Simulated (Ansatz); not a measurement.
**C2H4BN: how energies converge with the basis set**

How large a basis does C2H4BN need? Two functionals are run in growing sets.

The runs use Ansatz 0.2.0, Gaussian basis; one geometry, several basis sets.

Levels to be run: PBE0-D4/def2-SVP; ωB97M-V/def2-SVP; PBE0-D4/def2-QZVPP; ωB97M-V/def2-QZVPP; the functionals' def2-TZVPP values are taken from earlier runs.

### Step 1. Structure used throughout

All runs share one geometry, relaxed beforehand with PBE0-D4 in a triple-zeta def2 set.

SMILES `BN=C=C`, 8 atoms, charge 0, spin multiplicity 1.

Atoms are counted from 1 here; the program's logs count them from 0.

Bond lengths: B1–N2 1.378 Å, B1–H5 1.194 Å, B1–H6 1.194 Å, N2–C3 1.195 Å, C3–C4 1.309 Å, C4–H7 1.081 Å, C4–H8 1.081 Å. Angles: N2–B1–H5 118.5°, N2–B1–H6 118.5°, H5–B1–H6 123.0°, B1–N2–C3 180.0°, N2–C3–C4 180.0°, C3–C4–H7 120.2°, C3–C4–H8 120.2°, H7–C4–H8 119.6°.

### Step 2. PBE0-D4 in def2-SVP

in.yaml reads:

```yaml
crystal:
  periodic: [false, false, false]
  atoms:
    - {symbol: B, position_ang: [-0.734758, 1.688356, -0.592746]}
    - {symbol: N, position_ang: [-0.205503, 0.486121, -0.177361]}
    - {symbol: C, position_ang: [0.253560, -0.556952, 0.183021]}
    - {symbol: C, position_ang: [0.756170, -1.698973, 0.577560]}
    - {symbol: H, position_ang: [-0.924148, 1.855052, -1.760089]}
    - {symbol: H, position_ang: [-0.983463, 2.516830, 0.230732]}
    - {symbol: H, position_ang: [0.991522, -2.468439, -0.144970]}
    - {symbol: H, position_ang: [0.938719, -1.879096, 1.628153]}
basis:
  gaussian: {orbitals: def2-SVP}
hamiltonian: {xc: pbe0, dispersion: d4}
output: {orbitals: {seedname: orbitals}}
```

Run with:

```
ansatz run in.yaml --threads 2 --pin off --events-out ev --progress --plain --max-ram 4352MiB
```

The runs that follow: ωB97M-V in def2-SVP; PBE0-D4 in def2-QZVPP; ωB97M-V in def2-QZVPP.

**Question.** What will the summary of the whole plan be? Wanted: PBE0-D4: double and triple zeta above quadruple; ωB97M-V: double and triple zeta above quadruple.

As calculated:

```
                                       quantity          value
PBE0-D4: double and triple zeta above quadruple  4.96, 0.24 eV
ωB97M-V: double and triple zeta above quadruple  5.18, 0.22 eV
```

PBE0-D4 gains 4.72 eV from double to triple zeta, then 0.24 eV more. Total energies overstate the basis error of differences, where much of it tends to cancel.
